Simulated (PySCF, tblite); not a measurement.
# C3H14GeN2Si2: geometry, infrared bands and NMR shifts

What infrared bands and NMR shifts should C3H14GeN2Si2 (`C=C(C)[SiH2][NH][GeH2][NH][SiH3]`) show?

Computed with tblite 0.8.0 and PySCF 2.14.0, with density-fitted response routines of our own, on a single molecule in the gas phase. Atoms count from 0, in the outputs and in this text.

### Step 1. Starting geometry

22 atoms, charge 0, multiplicity 1; geometry from: force field or distance geometry start.

Bonds of the start (Å): C0–C1 1.33, C1–C2 1.49, C1–Si3 1.86, Si3–N4 1.80, N4–Ge5 1.88, Ge5–N6 1.87, N6–Si7 1.80, C0–H8 1.09, C0–H9 1.09, C2–H10 1.10, C2–H11 1.11, C2–H12 1.13, Si3–H13 1.47, Si3–H14 1.48, N4–H15 1.05, Ge5–H16 1.55, Ge5–H17 1.55, N6–H18 1.03, Si7–H19 1.47, Si7–H20 1.47, Si7–H21 1.47.

### Step 2. Relaxing the molecule with GFN2-xTB

Job settings and geometry (Å):

```
{"job": {"kind": "relax", "xc": "GFN2-xTB", "basis": "xTB"}, "charge": 0, "multiplicity": 1}
C     -3.024800    -0.914600     0.476000
C     -2.103900     0.048400     0.412900
C     -2.282400     1.237800    -0.458800
Si    -0.553100    -0.116600     1.424800
N      0.351000    -1.589300     0.938700
Ge     0.872000    -1.361900    -0.851000
N      1.790700     0.256400    -1.072800
Si     3.384000     0.098300    -0.252900
H     -2.898000    -1.788900     1.109300
H     -3.946400    -0.833600    -0.107800
H     -1.426500     1.928700    -0.399400
H     -2.404700     0.910800    -1.516000
H     -3.209400     1.795300    -0.144000
H      0.301100     1.064900     1.266500
H     -0.921100    -0.235400     2.854100
H      1.219700    -1.619200     1.519200
H      1.786400    -2.540200    -1.270300
H     -0.382900    -1.362700    -1.753100
H      1.983400     0.353000    -2.084600
H      3.188500    -0.019200     1.201900
H      4.080000    -1.087500    -0.758600
H      4.186000     1.291500    -0.535000
```

On the command line:

```
OMP_NUM_THREADS=1 python probes_run.py task.json out
```

This one command runs all jobs of the session in turn.

The log of the run:

```text
step      E/eV     max force
  0    -674.62992    1.475
  1    -674.76464    1.015
  2    -674.83681    0.739
  3    -674.87583    0.583
  4    -674.92781    0.458
  5    -674.95236    0.346
  6    -674.97648    0.429
  7    -675.01237    0.589
  8    -675.04703    0.488
  9    -675.07170    0.294
 10    -675.08842    0.290
 11    -675.10287    0.289
 12    -675.11681    0.311
 13    -675.13000    0.285
 14    -675.13883    0.285
 15    -675.14450    0.243
 16    -675.14916    0.172
 17    -675.15368    0.159
 18    -675.15652    0.126
 19    -675.16084    0.146
 20    -675.16579    0.159
 21    -675.17107    0.203
 22    -675.17464    0.142
 23    -675.17700    0.130
 24    -675.17907    0.107
 25    -675.18111    0.136
 26    -675.18302    0.138
 27    -675.18475    0.120
 28    -675.18647    0.115
 29    -675.18874    0.133
 30    -675.19070    0.158
 31    -675.19258    0.109
 32    -675.19357    0.064
 33    -675.19426    0.069
 34    -675.19497    0.067
 35    -675.19580    0.063
 36    -675.19651    0.067
 37    -675.19703    0.054
 38    -675.19752    0.054
 39    -675.19824    0.070
 40    -675.19910    0.084
 41    -675.20006    0.067
 42    -675.20074    0.047
 43    -675.20126    0.045
 44    -675.20185    0.071
 45    -675.20261    0.083
 46    -675.20346    0.064
 47    -675.20419    0.055
 48    -675.20476    0.063
 49    -675.20532    0.088
 50    -675.20597    0.109
 51    -675.20680    0.084
 52    -675.20785    0.091
 53    -675.20840    0.072
 54    -675.20896    0.076
 55    -675.20960    0.074
 56    -675.21029    0.068
 57    -675.21102    0.059
 58    -675.21182    0.070
 59    -675.21269    0.068
 60    -675.21354    0.071
 61    -675.21426    0.101
 62    -675.21485    0.107
 63    -675.21557    0.057
 64    -675.21669    0.099
 65    -675.21750    0.114
 66    -675.21845    0.095
 67    -675.21935    0.073
 68    -675.22029    0.056
 69    -675.22103    0.070
 70    -675.22158    0.080
 71    -675.22203    0.062
 72    -675.22249    0.046
 73    -675.22298    0.052
 74    -675.22346    0.062
 75    -675.22393    0.058
 76    -675.22445    0.043
 77    -675.22506    0.052
 78    -675.22572    0.047
 79    -675.22631    0.055
 80    -675.22684    0.053
 81    -675.22739    0.067
 82    -675.22814    0.061
 83    -675.22919    0.075
 84    -675.23012    0.097
 85    -675.23084    0.101
 86    -675.23180    0.105
 87    -675.23277    0.079
 88    -675.23369    0.052
 89    -675.23436    0.095
 90    -675.23505    0.071
 91    -675.23603    0.060
 92    -675.23745    0.072
 93    -675.23895    0.089
 94    -675.24035    0.075
 95    -675.24190    0.113
 96    -675.24257    0.193
 97    -675.24419    0.163
 98    -675.24705    0.091
 99    -675.24921    0.080
100    -675.25311    0.084
101    -675.25420    0.075
102    -675.25620    0.086
103    -675.25744    0.104
104    -675.25942    0.128
105    -675.26128    0.127
106    -675.26352    0.120
107    -675.26510    0.078
108    -675.26684    0.102
109    -675.26863    0.113
110    -675.27045    0.119
111    -675.27196    0.089
112    -675.27300    0.105
113    -675.27415    0.096
114    -675.27520    0.077
115    -675.27661    0.098
116    -675.27744    0.106
117    -675.27876    0.078
118    -675.27983    0.063
119    -675.28082    0.073
120    -675.28163    0.082
121    -675.28231    0.070
122    -675.28289    0.042
123    -675.28329    0.040
124    -675.28354    0.046
125    -675.28394    0.052
126    -675.28441    0.054
127    -675.28489    0.056
128    -675.28521    0.049
129    -675.28544    0.036
130    -675.28566    0.050
131    -675.28593    0.058
132    -675.28625    0.050
133    -675.28658    0.037
134    -675.28691    0.040
135    -675.28719    0.036
136    -675.28744    0.043
137    -675.28767    0.039
138    -675.28791    0.034
139    -675.28814    0.036
140    -675.28834    0.034
141    -675.28849    0.029
142    -675.28863    0.027
143    -675.28876    0.020
144    -675.28885    0.021
145    -675.28892    0.016
146    -675.28897    0.014
147    -675.28903    0.016
148    -675.28911    0.020
149    -675.28918    0.016
150    -675.28923    0.014
151    -675.28926    0.012
152    -675.28930    0.015
153    -675.28933    0.012
154    -675.28935    0.009
```

Wall time 1.8 s (1 thread of Arm Neoverse V1, shared host); peak memory 0.18 GiB.

Along the way: (not every step is listed)

| step | energy from step 0 (eV) | largest force (eV/Å) |
| --- | --- | --- |
| 0 | 0.0000 | 1.4752 |
| 1 | -0.1347 | 1.0154 |
| 2 | -0.2069 | 0.7385 |
| 3 | -0.2459 | 0.5827 |
| 4 | -0.2979 | 0.4577 |
| 5 | -0.3224 | 0.3456 |
| 6 | -0.3466 | 0.4287 |
| 7 | -0.3825 | 0.5889 |
| 8 | -0.4171 | 0.4877 |
| 22 | -0.5447 | 0.1423 |
| 36 | -0.5666 | 0.0670 |
| 50 | -0.5761 | 0.1088 |
| 64 | -0.5868 | 0.0992 |
| 78 | -0.5958 | 0.0469 |
| 92 | -0.6075 | 0.0721 |
| 106 | -0.6336 | 0.1197 |
| 120 | -0.6517 | 0.0817 |
| 134 | -0.6570 | 0.0397 |
| 148 | -0.6592 | 0.0199 |
| 149 | -0.6593 | 0.0157 |
| 150 | -0.6593 | 0.0140 |
| 151 | -0.6593 | 0.0124 |
| 152 | -0.6594 | 0.0150 |
| 153 | -0.6594 | 0.0122 |
| 154 | -0.6594 | 0.0093 |

Close pairs (by a distance rule), those that changed most:

| bond | before (Å) | after (Å) | change (Å) |
| --- | --- | --- | --- |
| N6–Si7 | 1.799 | 1.729 | -0.069 |
| Si3–N4 | 1.795 | 1.732 | -0.063 |
| N4–Ge5 | 1.878 | 1.819 | -0.059 |
| Ge5–N6 | 1.874 | 1.821 | -0.053 |
| Ge5–H16 | 1.549 | 1.501 | -0.048 |
| Ge5–H17 | 1.545 | 1.498 | -0.047 |
| C2–H12 | 1.127 | 1.090 | -0.037 |
| N4–H15 | 1.045 | 1.008 | -0.037 |

The final coordinates are the input of the step that follows.

### Step 3. Vibrational analysis with GFN2-xTB

Job settings and geometry (Å):

```
{"job": {"kind": "ir", "xc": "GFN2-xTB", "basis": "xTB"}, "charge": 0, "multiplicity": 1}
C     -3.059769    -0.893922     0.248176
C     -2.106928     0.014393     0.400631
C     -2.083789     1.259705    -0.433097
Si    -0.698957    -0.233183     1.637991
N      0.349959    -1.425869     0.946886
Ge     0.902175    -1.505971    -0.784737
N      1.982902    -0.117244    -1.255025
Si     3.475985     0.271714    -0.473678
H     -3.083163    -1.792457     0.841329
H     -3.856598    -0.782840    -0.473983
H     -1.155260     1.305598    -1.004992
H     -2.923204     1.291405    -1.126470
H     -2.120384     2.142050     0.205189
H     -0.035739     1.063646     1.871687
H     -1.159661    -0.804246     2.908023
H      0.995450    -1.834406     1.605092
H      1.708877    -2.766021    -0.909603
H     -0.297720    -1.456735    -1.680770
H      1.511509     0.668575    -1.674700
H      3.298913     0.794852     0.891565
H      4.244816    -0.972173    -0.418917
H      4.100175     1.289081    -1.321449
```

The log of the run:

```text
mode    cm-1     km/mol
  1     -15.6      0.11
  2      17.8      0.05
  3      33.8      0.24
  4      66.7      0.65
  5      70.2      0.33
  6      99.4      0.47
  7     148.0      0.12
  8     156.6      0.45
  9     197.8      2.65
 10     211.2     14.17
 11     246.7      0.26
 12     355.0     76.83
 13     363.9     24.07
 14     377.5     49.59
 15     399.5     11.07
 16     473.2     82.82
 17     501.1     74.44
 18     503.7     19.26
 19     536.1     50.93
 20     569.8     71.56
 21     591.5     23.06
 22     629.1    135.55
 23     639.9     29.42
 24     677.7     28.35
 25     683.1     76.70
 26     701.1    376.57
 27     746.4    226.35
 28     752.4    192.40
 29     777.7    335.70
 30     788.6    148.30
 31     804.5    192.63
 32     813.4    363.64
 33     895.8    305.67
 34     907.2     66.60
 35     919.3    137.31
 36     965.7      5.90
 37    1012.7     13.01
 38    1035.3      1.32
 39    1137.3    143.42
 40    1139.6    204.52
 41    1224.2      4.17
 42    1393.5      2.81
 43    1421.7      0.96
 44    1480.4      4.61
 45    1487.7      2.19
 46    1689.2      5.65
 47    1954.8    217.07
 48    2016.9    456.58
 49    2140.4    308.49
 50    2161.9    413.18
 51    2223.0    340.03
 52    2240.9    173.57
 53    2248.7    424.63
 54    2974.1     43.56
 55    3005.2     27.48
 56    3012.1     34.10
 57    3055.3     63.29
 58    3110.4     36.72
 59    3439.8      2.76
 60    3448.8      2.62
```

Wall time 1.3 s (1 thread of Arm Neoverse V1, shared host); peak memory 0.18 GiB.

Which atoms move in the most intense modes:

| cm⁻¹ | km/mol | atoms |
| --- | --- | --- |
| 701 | 376.6 | H16 59 %, H17 27 % |
| 778 | 335.7 | H17 44 %, H16 44 % |
| 813 | 363.6 | H19 30 %, H20 28 %, H21 28 % |
| 2017 | 456.6 | H17 66 %, H16 33 % |
| 2140 | 308.5 | H13 89 % |
| 2162 | 413.2 | H19 89 % |
| 2223 | 340.0 | H14 95 % |
| 2249 | 424.6 | H20 55 %, H21 41 % |

### Step 4. Shielding tensors: PBE0/pcSseg-1

The job, as its differences from that of step 3:

```diff
@@ -1,2 +1,2 @@
-{"job": {"kind": "ir", "xc": "GFN2-xTB", "basis": "xTB"}, "charge": 0, "multiplicity": 1}
+{"job": {"kind": "nmr", "xc": "PBE0", "basis": "pcSseg-1"}, "charge": 0, "multiplicity": 1}
 C     -3.059769    -0.893922     0.248176
```

With the program's defaults for keys left out, this is: GIAO PBE0/pcSseg-1 NMR shielding, non-relativistic, gas phase.

The log of the run:

```text
coarse grid: 80632 points
cycle   1  E = -2887.0801825576  dE = -7.487e-02  |g| = 1.069e+00  |ddm| = 4.316e+00
cycle   2  E = -2886.9707274640  dE =  1.095e-01  |g| = 1.257e+00  |ddm| = 1.517e+00
cycle   3  E = -2887.2099808753  dE = -2.393e-01  |g| = 1.669e-01  |ddm| = 1.038e+00
cycle   4  E = -2887.2154431007  dE = -5.462e-03  |g| = 6.072e-02  |ddm| = 1.857e-01
cycle   5  E = -2887.2160591515  dE = -6.161e-04  |g| = 7.503e-03  |ddm| = 5.129e-02
cycle   6  E = -2887.2160672831  dE = -8.132e-06  |g| = 4.545e-03  |ddm| = 9.718e-03
cycle   7  E = -2887.2160724265  dE = -5.143e-06  |g| = 8.669e-04  |ddm| = 4.229e-03
final grid: 167712 points
cycle   8  E = -2887.2160291271  dE =  5.824e-08  |g| = 1.345e-03  |ddm| = 3.866e-03
cycle   9  E = -2887.2160281556  dE =  9.716e-07  |g| = 2.364e-03  |ddm| = 3.019e-03
cycle  10  E = -2887.2160295878  dE = -1.432e-06  |g| = 1.198e-04  |ddm| = 1.925e-03
cycle  11  E = -2887.2160295913  dE = -3.470e-09  |g| = 2.640e-05  |ddm| = 1.312e-04
cycle  12  E = -2887.2160295914  dE = -9.823e-11  |g| = 5.508e-06  |ddm| = 2.528e-05
converged SCF energy = -2887.2160295914

GIAO shielding tensors (ppm)
atom      isotropic    diamagn.    paramagn.     s11        s22        s33       span
  0 C       48.863     252.291    -203.429    -69.592     68.102    148.078    217.670
  1 C       35.931     265.359    -229.428    -83.421     12.437    178.776    262.197
  2 C      156.236     248.495     -92.259    141.922    144.857    181.930     40.008
  3 Si     383.831     883.341    -499.510    360.218    378.004    413.271     53.053
  4 N      239.006     329.170     -90.164    226.609    239.171    251.238     24.629
  5 Ge    1379.616    2757.672   -1378.056   1223.361   1421.403   1494.085    270.724
  6 N      249.653     331.282     -81.629    226.473    244.667    277.819     51.345
  7 Si     405.040     880.459    -475.418    360.690    382.797    471.634    110.944
  8 H       25.861      31.168      -5.307     21.907     24.583     31.092      9.185
  9 H       25.355      30.698      -5.343     21.707     25.239     29.120      7.413
 10 H       29.633      34.323      -4.690     24.809     30.365     33.725      8.915
 11 H       29.682      31.088      -1.406     26.460     27.815     34.771      8.311
 12 H       29.408      30.247      -0.839     25.867     27.492     34.866      9.000
 13 H       26.512      32.501      -5.989     23.493     24.933     31.110      7.618
 14 H       26.653      30.795      -4.141     23.293     24.279     32.388      9.095
 15 H       31.425      33.932      -2.506     23.025     28.137     43.114     20.089
 16 H       26.940      29.819      -2.879     19.675     22.165     38.980     19.305
 17 H       26.889      31.724      -4.835     20.070     22.977     37.619     17.549
 18 H       31.609      37.059      -5.450     22.715     29.059     43.052     20.338
 19 H       26.757      30.494      -3.737     22.326     25.921     32.025      9.699
 20 H       27.068      29.074      -2.007     23.503     25.292     32.409      8.906
 21 H       26.860      28.550      -1.690     23.091     24.626     32.863      9.772
```

Run time: 82 s. Hardware: 1 thread of Arm Neoverse V1, shared host; peak memory 1.1 GiB.

The references, computed at this level on geometries of the same kind, shield at (ppm): ¹H TMS 31.72, ¹³C TMS 186.9, ²⁹Si TMS 349.2, ¹⁵N NH3 267.7, ⁷³Ge GeMe4 1331. Their shielding less the atom's gives the shift. The references are single molecules in the gas phase, so shifts against H2O, NH3, PH3, H3PO4 or CFCl3 are not on the usual liquid scales and can be off by tens of ppm. Atoms listed in one row are averaged.

| atoms | environment | σ (ppm) | δ (ppm) |
| --- | --- | --- | --- |
| C1 | fully substituted alkene carbon | 35.9 | 151.0 |
| C0 | terminal =CH2 carbon | 48.9 | 138.1 |
| C2 | allylic methyl carbon | 156.2 | 30.7 |
| H9 | hydrogen on a terminal =CH2 carbon | 25.36 | 6.36 |
| H8 | hydrogen on a terminal =CH2 carbon | 25.86 | 5.86 |
| H13, H14 | hydrogen on a silicon bonded to C, N | 26.58 | 5.13 |
| H19, H20, H21 | hydrogen on a silicon bonded to N | 26.89 | 4.82 |
| H16, H17 | hydrogen on a germanium bonded to 2 N | 26.91 | 4.80 |
| H10, H11, H12 | hydrogen on an allylic methyl carbon | 29.57 | 2.14 |
| H15 | hydrogen on a nitrogen bonded to Ge, Si | 31.43 | 0.29 |
| H18 | hydrogen on a nitrogen bonded to Ge, Si | 31.61 | 0.11 |
| Si3 | silicon bonded to C, N, 2 H | 383.8 | -34.7 |
| Si7 | silicon bonded to N, 3 H | 405.0 | -55.9 |
| N4 | nitrogen bonded to Ge, Si, H | 239.0 | 28.7 |
| N6 | nitrogen bonded to Ge, Si, H | 249.7 | 18.1 |
| Ge5 | germanium bonded to 2 N, 2 H | 1380 | -49 |

Charges from the same density, by scheme (e):

| atoms | Mulliken | IAO | Hirshfeld | ESP fit |
| --- | --- | --- | --- | --- |
| C0 | -0.07 | -0.30 | -0.09 | -0.51 |
| C1 | -0.63 | -0.26 | -0.08 | 0.14 |
| C2 | -0.17 | -0.41 | -0.12 | -0.46 |
| Si3 | 0.83 | 0.88 | 0.35 | 0.45 |
| N4 | -0.89 | -0.91 | -0.34 | -0.77 |
| Ge5 | 0.80 | 0.85 | 0.42 | 0.46 |
| N6 | -0.89 | -0.92 | -0.34 | -0.78 |
| Si7 | 0.61 | 0.74 | 0.33 | 0.54 |

Mayer bond orders: C0–C1 1.98, C1–C2 1.04, C1–Si3 0.84, Si3–N4 0.98, N4–Ge5 0.85, Ge5–N6 0.84, N6–Si7 0.98.

The fields below are evaluated on a grid from the run's orbitals.

Frontier orbitals at PBE0/pcSseg-1, with the share of their density that lies nearest to each atom:

| orbital | energy (eV) | lies on |
| --- | --- | --- |
| HOMO | -6.99 | N4, N6 about 34 % each |
| LUMO | -0.37 | C0, C1 about 23 % each; Si3 9 %; H8, H9 about 7 % each |

ELF in a plane through or near 6 of the atoms.

Ten even steps from ' ' (0.00) to '@' (1.00):
```
                                                        
                                                        
                                                        
                            ..                          
                        ..--++==      ==**::            
        ....            --##%%**..  ==@@@@@@--          
      --%%%%==    ....::++%%%%**..  ++@@@@@@==          
    ..@@@@@@@@::  ..::::==##**::  ..==@@@@##::          
    ::@@@@@@@@--  ..::....==::    ==**::::++--          
    ..%%@@@@@@----++**::..::    --##@@--::%%##::        
      ::**%%==--%%**%%**::..    --**##++++%%%%::        
        ::--..==%%--++**..      ..====    ..::          
      ::##%%**--++##@@%%::  ..##**==++++::              
      ##@@@@%%..  ##@@@@--  ##@@@@**%%@@@@++            
      ##@@@@@@    ==%%%%..  %%@@@@++%%@@@@%%            
      ..++%%**              --%%++..++@@@@--            
          ....                ..    ..==--              
                                                        
                                                        
                                                        
```
The map spans 13.8 Å across and 9.8 Å up, centred on the molecule. Atoms in the plane (x, y in Å): C0 (3.1, 0.6), N6 (-2.1, -0.6), H8 (3.1, 1.6), H11 (2.8, -2.0), H18 (-1.7, -1.6), H20 (-4.3, 0.6).

On the surface of density 0.002 e/bohr³ the electrostatic potential runs, from the 1st to the 99th percentile, from -0.94 V near N4 to 1.50 V near H18.

### Step 5. What came out

| quantity | value |
| --- | --- |
| strongest single infrared mode (GFN2-xTB) | 2017 cm⁻¹, 457 km/mol |
| zero-point energy (GFN2-xTB) | 96.7 kcal/mol |
| ¹³C shifts against TMS (PBE0/pcSseg-1) | 151.0, 138.1, 30.7 ppm |
| ¹H shifts against TMS (PBE0/pcSseg-1, means over atoms taken as alike) | 6.36, 5.86, 5.13, 4.82, 4.80, 2.14, 0.29, 0.11 ppm |
| ²⁹Si shifts against TMS (PBE0/pcSseg-1) | -34.7, -55.9 ppm |
| ¹⁵N shifts against NH3 (PBE0/pcSseg-1) | 28.7, 18.1 ppm |
| ⁷³Ge shifts against GeMe4 (PBE0/pcSseg-1) | -49 ppm |
| surface potential, 1st and 99th percentile | -0.94 V and 1.50 V |

In words: Over 154 steps the energy fell by 0.659 eV; of the close pairs, N6–Si7 changed most, 1.799 to 1.729 Å. The lowest mode is slightly imaginary (16i cm⁻¹), a soft motion within the noise of the Hessian, so the minimum is not strictly shown. The strongest single mode, at 2017 cm⁻¹, moves mainly H17 and H16. Unscaled tight-binding wavenumbers are off by several per cent, some by more. Its intensities can rank the bands wrongly. The most deshielded carbon is C1 (fully substituted alkene carbon), at 151.0 ppm: an sp2 carbon of a C=C bond. By nearest atom (PBE0/pcSseg-1), the HOMO sits on N4, N6 about 34 % each and the LUMO on C0, C1 about 23 % each; Si3 9 %. Spin-orbit coupling is left out, which matters for shieldings and couplings at and beside the heavy atoms.
